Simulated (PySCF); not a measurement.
# Fe (Fe5+): the cost of one run

Computed with PySCF 2.14.0 and routines of our own; the level stands in each step. Atoms count from 0.

## Step 1: The system as given

1 atom, charge 5, states of the metal's open shell are computed; geometry from: free ion.

## Step 2: Ligand-field states: state-averaged CASSCF

The job: settings as JSON, then the geometry in Å.

```
{"job": {"kind": "lf", "basis": {"metal": "x2c-TZVPall", "ligand": "x2c-SVPall"}, "nevpt": true}, "charge": 5, "metal": "Fe", "open_shell": "d3"}
Fe     0.000000     0.000000     0.000000
```

Method: state-averaged CASSCF of the metal d shell, SC-NEVPT2 on the averaged canonical orbitals, state-interaction spin-orbit coupling.

The run is started by

```console
OMP_NUM_THREADS=1 python lf_run.py task.json out
```

One launch serves the whole session: the jobs run in the order shown.

**Question.** How long does this first job take on 1 thread of Arm Neoverse V1, shared host, and how much memory does it need?

About 3.3 s, with a peak of 0.15 GiB.
